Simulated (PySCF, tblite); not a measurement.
# C5H4FNO3: geometry, infrared bands and NMR shifts

Wanted: the infrared bands and NMR shifts of C5H4FNO3 (`CC(=O)Oc1nocc1F`), by calculation.

Programs: tblite 0.8.0 and PySCF 2.14.0, with density-fitted response routines of our own. Each step states its level of theory. These are calculated values for one molecule in the gas phase, unless marked as measured. Atoms count from 0, in the outputs and in this text.

## Step 1: Starting geometry

14 atoms, charge 0, multiplicity 1; geometry from: force field or distance geometry start.

Bonds of the start (Å): C0–C1 1.49, C1–O2 1.21, C1–O3 1.36, O3–C4 1.34, C4–N5 1.33, N5–O6 1.40, O6–C7 1.36, C7–C8 1.36, C8–F9 1.34, C8–C4 1.41, C0–H10 1.09, C0–H11 1.10, C0–H12 1.10, C7–H13 1.08.

## Step 2: Relaxing the molecule with GFN2-xTB

Job settings and geometry (Å):

```
{"job": {"kind": "relax", "xc": "GFN2-xTB", "basis": "xTB"}, "charge": 0, "multiplicity": 1}
C     -2.695000     0.133800     0.348600
C     -1.374400     0.040500    -0.338900
O     -1.193700     0.226400    -1.522100
O     -0.429300    -0.323000     0.574200
C      0.853600    -0.369100     0.189000
N      1.617600    -1.311900     0.733800
O      2.890600    -1.110600     0.184600
C      2.866500    -0.033100    -0.640900
C      1.599900     0.466900    -0.659400
F      1.182300     1.558200    -1.310000
H     -2.649500     0.845400     1.176500
H     -3.016200    -0.851800     0.708900
H     -3.452400     0.502500    -0.355000
H      3.799400     0.225300    -1.116500
```

Command:

```
$ OMP_NUM_THREADS=1 python probes_run.py task.json out
```

This one command runs all jobs of the session in turn.

**Question.** This job is followed by: GFN2-xTB harmonic vibrations, gas phase; GIAO PBE0/pcSseg-1 NMR shielding, non-relativistic, gas phase. What will the session give for the following? strongest single infrared mode (GFN2-xTB); zero-point energy (GFN2-xTB); 13C shifts against TMS (PBE0/pcSseg-1); 1H shifts against TMS (PBE0/pcSseg-1, means over atoms taken as alike); 17O shifts against H2O (PBE0/pcSseg-1); 15N shifts against NH3 (PBE0/pcSseg-1); 19F shifts against CFCl3 (PBE0/pcSseg-1).

The runs gave:

| quantity | value |
| --- | --- |
| strongest single infrared mode (GFN2-xTB) | 1815 cm⁻¹, 416 km/mol |
| zero-point energy (GFN2-xTB) | 55.8 kcal/mol |
| 13C shifts against TMS (PBE0/pcSseg-1) | 172.4, 163.4, 153.8, 151.4, 22.5 ppm |
| 1H shifts against TMS (PBE0/pcSseg-1, means over atoms taken as alike) | 8.56, 2.44 ppm |
| 17O shifts against H2O (PBE0/pcSseg-1) | 464.1, 332.8, 226.9 ppm |
| 15N shifts against NH3 (PBE0/pcSseg-1) | 391.4 ppm |
| 19F shifts against CFCl3 (PBE0/pcSseg-1) | -188.3 ppm |

**Reading.** Relaxing lowered the energy by 0.171 eV in 49 steps; the close pair that moved most is N5–O6, from 1.401 to 1.343 Å. No mode is imaginary among the 36: a minimum at this level. The strongest single mode, at 1815 cm⁻¹, moves mainly C1 and O2. GFN2-xTB is a fitted tight-binding method: band positions and strengths are rough. Its intensities can rank the bands wrongly. C1 (ester carbonyl carbon) lies farthest downfield among carbon, at 172.4 ppm; it is a carbonyl in resonance with an O or N lone pair, the region of acids, esters and amides. At PBE0/pcSseg-1: The largest span, 688 ppm, is at O2, where the paramagnetic term is -531 ppm. NICS(1)zz of -24 ppm above the planar ring from C4 marks a diatropic (aromatic) ring current.
